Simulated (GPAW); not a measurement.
Ge:

```
Ge
1.0
     0.00000    2.82875    2.82875
     2.82875    0.00000    2.82875
     2.82875    2.82875    0.00000
Ge
2
Direct
  0.00000 0.00000 0.00000
  0.25000 0.25000 0.25000
```

Base run:

```yaml
Program: GPAW 26.7.0
Functional: r2SCAN
Potentials_or_basis: GPAW PAW data sets (gpaw-data 1.2.1)
Cutoff: 600 eV
Basis: pw
k_mesh: 10 × 10 × 10
Occupations: fermi-dirac, width 0.05 eV
Spin: no spin polarisation
```

Its results: pressure 0.8 GPa.

Task: The run is repeated on the same cell with these changes: functional from r2SCAN to LDA; potentials or basis from GPAW PAW data sets (gpaw-data 1.2.1) to the program's PAW data sets (release 1.2.1) made for this functional. What comes out?

Result: Pressure -1.0 GPa.

Caveats: the PAW data sets were made with another functional, which shifts forces and pressure a little (some runs).

Not every run made on this cell is shown here.
